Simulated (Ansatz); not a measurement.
**revPBE/def2-SVP (core potential) run of CH3ClFIn (SMILES [CH3][In]([F])[Cl])**

Aim: the energy change on altering one bond length of CH3ClFIn at revPBE/def2-SVP (core potential), from 2 runs. 

The results are computed with Ansatz 0.2.0.

118 further runs of the same task are left out: 1 that didn't finish, 117 set aside as unsound or not needed. Runs told in other sessions of the task aren't counted.

## Step 1: The system as given

CH3ClFIn has 7 atoms, charge 0, and is taken as a singlet. SMILES: `[CH3][In]([F])[Cl]`. The shape is that of a PBE0-D4/def2-TZVP optimisation.

Bond lengths: C1–In2 2.122 Å, In2–F3 1.947 Å, In2–Cl4 2.316 Å, C1–H5 1.089 Å, C1–H6 1.090 Å, C1–H7 1.088 Å. Angles: C1–In2–F3 121.8°, C1–In2–Cl4 129.4°, F3–In2–Cl4 108.8°, In2–C1–H5 109.1°, In2–C1–H6 108.9°, In2–C1–H7 109.1°, H5–C1–H6 109.2°, H5–C1–H7 110.4°, H6–C1–H7 110.2°.

## Step 2: The energy at revPBE/def2-SVP (core potential)

Contents of molecule.yaml:

```yaml
basis:
  gaussian:
    orbitals: def2-SVP
crystal:
  periodic: [false, false, false]
  atoms:
    - {symbol: C, position_ang: [-0.390800, 0.951400, 0.427300]}
    - {symbol: In, position_ang: [0.391000, -0.846100, -0.384300]}
    - {symbol: F, position_ang: [2.306000, -1.125500, -0.600500]}
    - {symbol: Cl, position_ang: [-0.728400, -2.728700, -1.135500]}
    - {symbol: H, position_ang: [-1.112900, 1.373000, -0.270800]}
    - {symbol: H, position_ang: [-0.891300, 0.725700, 1.368500]}
    - {symbol: H, position_ang: [0.426300, 1.650400, 0.595200]}
accuracy: high
output: {orbitals: {seedname: orbitals}}
hamiltonian:
  xc: {name: revPBE}
```

On the command line:

```
ansatz run molecule.yaml --threads 1 --pin off --max-ram 3480MiB --events-out events.jsonl --progress --plain --runs-dir runs
```

Standard output:

```text
Warning: RAYON_NUM_THREADS=1 ignored (pool sized by the plan → 1); use --threads N
Functional definition: revPBE
  name "revPBE"
  parameter kappa = 1.245
  parameter beta = 0.06672455060314922
  exchange = pbe_x(kappa = kappa, mu = beta*pi^2/3)
  correlation = pbe_c(beta = beta)
1981 factors; integrals over basis functions are off by at most 3.3e-9 eV
mean field evaluation 1: about -21481.6573 eV, gradient 6.8e1 eV
mean field evaluation 2: about -21425.8023 eV, gradient 1.8e2 eV
mean field evaluation 4: about -21491.8153 eV, gradient 1.4e1 eV
mean field evaluation 8: about -21492.2022 eV, gradient 5.0e-1 eV
mean field evaluation 16: about -21492.1973 eV, gradient 5.8e-5 eV
mean field -21492.19730474 eV, -789.8236830145 hartree, gradient 1.1e-8 eV, S^2 0.000000; 0 other end points of the search recorded, 0 dependent functions left out
reference -21492.19731049 eV, -789.8236832261 hartree; 28, 28 occupied and 59, 59 virtual orbitals, 1981 factors
Total energy: -21492.19731049 eV, -789.8236832261 hartree
```

Run time: 6 s. Hardware: 1 thread of Arm Neoverse V2, shared host; peak memory 0.23 GiB.

## Step 3: The distorted shape, same level

Contents of job.yaml:

```yaml
crystal:
  periodic: [false, false, false]
  atoms:
    - symbol: C
      position_ang: [0.504720, 2.457480, 1.028260]
    - symbol: In
      position_ang: [1.286520, 0.659980, 0.216660]
    - symbol: F
      position_ang: [3.201520, 0.380580, 0.000460]
    - symbol: Cl
      position_ang: [-0.728400, -2.728700, -1.135500]
    - symbol: H
      position_ang: [-0.217380, 2.879080, 0.330160]
    - symbol: H
      position_ang: [0.004220, 2.231780, 1.969460]
    - symbol: H
      position_ang: [1.321820, 3.156480, 1.196160]
basis:
  gaussian: {orbitals: def2-SVP}
output: {orbitals: {seedname: orbitals}}
accuracy: high
hamiltonian: {xc: {name: revPBE}}
```

On the command line:

```
ansatz run job.yaml --threads 1 --pin off --max-ram 3480MiB --events-out events.jsonl --progress --plain --runs-dir runs
```

Standard output, shortened:

```text
Warning: RAYON_NUM_THREADS=1 ignored (pool sized by the plan → 1); use --threads N
[... 6 set-up lines as earlier in the session ...]
1928 factors; integrals over basis functions are off by at most 8.7e-9 eV
mean field evaluation 1: about -21475.1758 eV, gradient 7.0e1 eV
mean field evaluation 2: about -21261.5040 eV, gradient 1.4e2 eV
mean field evaluation 4: about -21484.3305 eV, gradient 3.2e1 eV
mean field evaluation 8: about -21484.3306 eV, gradient 3.2e1 eV
mean field evaluation 16: about -21489.1813 eV, gradient 5.5e-5 eV
mean field -21489.18128513 eV, -789.7128463384 hartree, gradient 7.5e-8 eV, S^2 0.000000; 2 other end points of the search recorded, 0 dependent functions left out
reference -21489.18129078 eV, -789.7128465460 hartree; 28, 28 occupied and 59, 59 virtual orbitals, 1928 factors
Total energy: -21489.18129078 eV, -789.7128465460 hartree
```

It took 6.3 s on 1 thread of Arm Neoverse V2, shared host; peak memory 0.22 GiB.

## Step 4: Outcome

Level: revPBE/def2-SVP (core potential).

```
                                                           quantity          value
                                          first shape: total energy  -789.82368 Eh
                                           first shape: HOMO energy       -7.11 eV
                                           first shape: LUMO energy       -2.20 eV
                                         first shape: HOMO–LUMO gap        4.92 eV
                                      distorted shape: total energy  -789.71285 Eh
energy change with the In2–Cl4 bond stretched from 2.316 to 4.168 Å       3.016 eV
```

With the In2–Cl4 bond stretched from 2.316 to 4.168 Å the energy rises by 3.02 eV (70 kcal/mol). The first shape isn't relaxed at this level, so the change isn't measured from a minimum. A restricted reference can't describe the breaking bond well at this length.
